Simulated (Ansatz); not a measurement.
# BiO4: the cost of one run

Computed with Ansatz 0.2.0 (DFT PBE, scalar-relativistic, plane waves, PAW, unless a step's input says otherwise).

### 1 The structure to begin with

The structure is trigonal, space group P-3m1 (No. 164). The conventional cell has a = 2.787 Å, b = 2.787 Å, c = 8.961 Å, α = 90.00°, β = 90.00°, γ = 120.00°. Around Bi (site symmetry -3m) lie 6 O at 2.01 Å. Around O (site symmetry 3m) lie 3 Bi at 2.01 Å. O (site symmetry 3m) is surrounded by 12 O at 2.70 to 2.79 Å.

Structure file:

```
CELL_PARAMETERS angstrom
2.78676 0.00000 0.00000
-1.39338 2.41340 0.00000
0.00000 0.00000 8.96077
ATOMIC_POSITIONS crystal
Bi 0.00000 0.00000 0.00000
O 0.33333 0.66667 0.86586
O 0.33333 0.66667 0.37680
O 0.66667 0.33333 0.13414
O 0.66667 0.33333 0.62320
```

The cell is invented: species swapped into a database cell of Co4H (P-3m1, No. 164), with O on the Co sites and Bi on the H sites. The dimensions are guesses.

### 2 A first look at the guess

input.yaml

```yaml
crystal:
  lattice:
    - [2.7867595, 0.0, 0.0]
    - [-1.39337975, 2.41340453, 0.0]
    - [0.0, 0.0, 8.96077331]
  atoms:
    - { symbol: Bi, position: [0.0, 0.0, 0.0] }
    - { symbol: O, position: [0.33333333, 0.66666667, 0.86585528] }
    - { symbol: O, position: [0.33333333, 0.66666667, 0.37679535] }
    - { symbol: O, position: [0.66666667, 0.33333333, 0.13414472] }
    - { symbol: O, position: [0.66666667, 0.33333333, 0.62320465] }
basis:
  ecutwfc: 420
kpoints:
  mp_grid: { grid: [6, 6, 2] }
hamiltonian:
  xc: pbe
scf:
  occupations: { method: gaussian, width: 0.1 }
  lower_state_search: "off"
output:
  forces: true
  stress: true
  eigenvalues: true
```

Command:

```console
$ ansatz run input.yaml --threads 1 --pin off --max-ram 2560MiB --backend cpu --events-out ev --progress --plain --runs-dir out
```

**Question.** How long does this run take on 1 thread of Intel Xeon at 2.50GHz (Skylake/Cascade Lake), shared host, and how much memory does it need?

About 3.4 s, with a peak of 0.33 GiB.
